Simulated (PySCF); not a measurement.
# HgP+: from the state search to spectroscopic constants

One job finds the state of HgP+, follows it along the bond with each method and fits the curves.

Program: PySCF 2.14.0. Level of theory: Hg def2-SVP with ECP60, P def2-SVP, scalar-relativistic core potentials. These are calculated values, not measurements.

1 further run of the same task is left out (it didn't finish).

## (1) Set-up

A driver script around PySCF takes these settings:

- atoms: Hg, P
- charge: 1
- basis: Hg def2-SVP with ECP60, P def2-SVP
- Hamiltonian: scalar-relativistic core potentials
- basis functions: 50
- electrons treated: 34
- masses in u: 201.9706, 30.9738
- levels: PBE0, PBE, r²SCAN, MN15, BLYP, BHandHLYP, HF, MP2, SCS-MP2
- grid: 80 radial by 434 angular points
- occupations: held fixed by the projection of orbital angular momentum
- dissociation limit: Hg+ + P, each in its ground configuration
- starting distance in angstrom: 2.540
- values of 2S to try: 0, 2, 4

Launch:

```sh
$ OMP_NUM_THREADS=1 python dia.py task.json out
```

Further steps of the session: First curve: PBE0; Other states along the same grid; PBE; r²SCAN; MN15 (hybrid meta-GGA); BLYP (GGA); BHandHLYP; ROHF.

**Question.** What will these runs give? Wanted: for each run, Re; ωe; De; μ.

As calculated:

Lowest PBE0 solution found, without spin–orbit coupling: ³Σ⁻ (triplet), unpaired electrons π ↑↑. State 2 has its PBE0 minimum 0.39 eV higher, as a spin-mixed determinant (⟨S²⟩ = 1.01), so this is no gap between pure states. The other levels ran on the lowest alone.

| level | Re (Å) | ωe (cm⁻¹) | De (eV) | μ (D) |
| --- | --- | --- | --- | --- |
| ROHF | 2.543 | 242.9 | 0.428 | 1.13 |
| ROHF-MP2 | 2.466 | 256.9 | 1.96 | n/a |
| ROHF-SCS-MP2 | 2.493 | 247.4 | 1.89 | n/a |
| PBE | 2.476 | 249.0 | 2.69 | 2.29 |
| BLYP | 2.528 | 227.0 | 2.70 | 2.69 |
| r²SCAN | 2.452 | 261.1 | 2.43 | 1.93 |
| PBE0 | 2.467 | 257.9 | 2.28 | 1.88 |
| MN15 | 2.461 | 245.4 | 2.52 | 2.43 |
| BHandHLYP | 2.502 | 245.8 | 1.97 | 1.91 |

De is counted to Hg+ + P in their ground configurations. A positive dipole points from Hg to P; in an ion it is taken about the centre of mass and does not tell which atom is negative.

**Reading.** The methods spread over 0.091 Å in bond length, from r²SCAN to ROHF. Among the levels with a De in the table, it runs from 0.428 eV (ROHF) to 2.70 eV (BLYP).

Correlated steps freeze 5 core orbitals. Spin–orbit coupling is left out, which matters for elements this heavy, above all for dissociation energies. With spin–orbit coupling the term label itself may not hold.
